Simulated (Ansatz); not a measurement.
# GaN: the cost of one run

Method: DFT LDA, scalar-relativistic, plane waves, PAW, in Ansatz 0.2.0.

2 further runs of the same task are left out: 2 set aside as unsound or not needed.

## 1. The system as given

Symmetry: F-43m, No. 216, cubic system. Conventional cell: a = 4.455 Å, b = 4.455 Å, c = 4.455 Å, α = 90.00°, β = 90.00°, γ = 90.00°. Ga (site symmetry -43m) is surrounded by 4 N at 1.93 Å. N (site symmetry -43m) is surrounded by 4 Ga at 1.93 Å.

As a file:

```cif
data_structure
_symmetry_space_group_name_H-M 'P 1'
_symmetry_Int_Tables_number 1
_cell_length_a 3.1504
_cell_length_b 3.1504
_cell_length_c 3.1504
_cell_angle_alpha 60.000
_cell_angle_beta 60.000
_cell_angle_gamma 60.000
_cell_volume 22.11
loop_
_atom_site_label
_atom_site_type_symbol
_atom_site_fract_x
_atom_site_fract_y
_atom_site_fract_z
_atom_site_occupancy
Ga1 Ga 0.00000 0.00000 0.00000 1
N1 N 0.75000 0.75000 0.75000 1
```

It goes back to an entry of the Materials Project.

This cell was relaxed beforehand with the same method: volume 11.06 Å³/atom, gap on the mesh 1.96 eV.

## 2. Relaxing at 4 GPa

What is minimised here is the enthalpy; the energy can go up as the cell is squeezed.

File input.yaml:

```yaml
crystal:
  lattice:
    - [0.0, 2.22770083, 2.22770083]
    - [2.22770083, 0.0, 2.22770083]
    - [2.22770083, 2.22770083, 0.0]
  atoms:
    - { symbol: Ga, position: [0.0, 0.0, 0.0] }
    - { symbol: "N", position: [0.75, 0.75, 0.75] }
basis:
  ecutwfc: 420
kpoints:
  mp_grid: { grid: [10, 10, 10] }
hamiltonian:
  xc: lda
scf:
  occupations: { method: fixed }
output:
  forces: true
  stress: true
  eigenvalues: true
relax:
  adjacent_minimum: "off"
  f_tol: 0.001
  max_steps: 60
  cell: { stress_tol: 0.02, p_target: 4.0 }
```

The run is started by

```
ansatz run input.yaml --threads 1 --pin off --max-ram 3072MiB --backend cpu --events-out ev --progress --plain --runs-dir out
```

What time and memory should one allow on 1 thread of Arm Neoverse V2, shared host?

About 11 s, with a peak of 0.28 GiB.
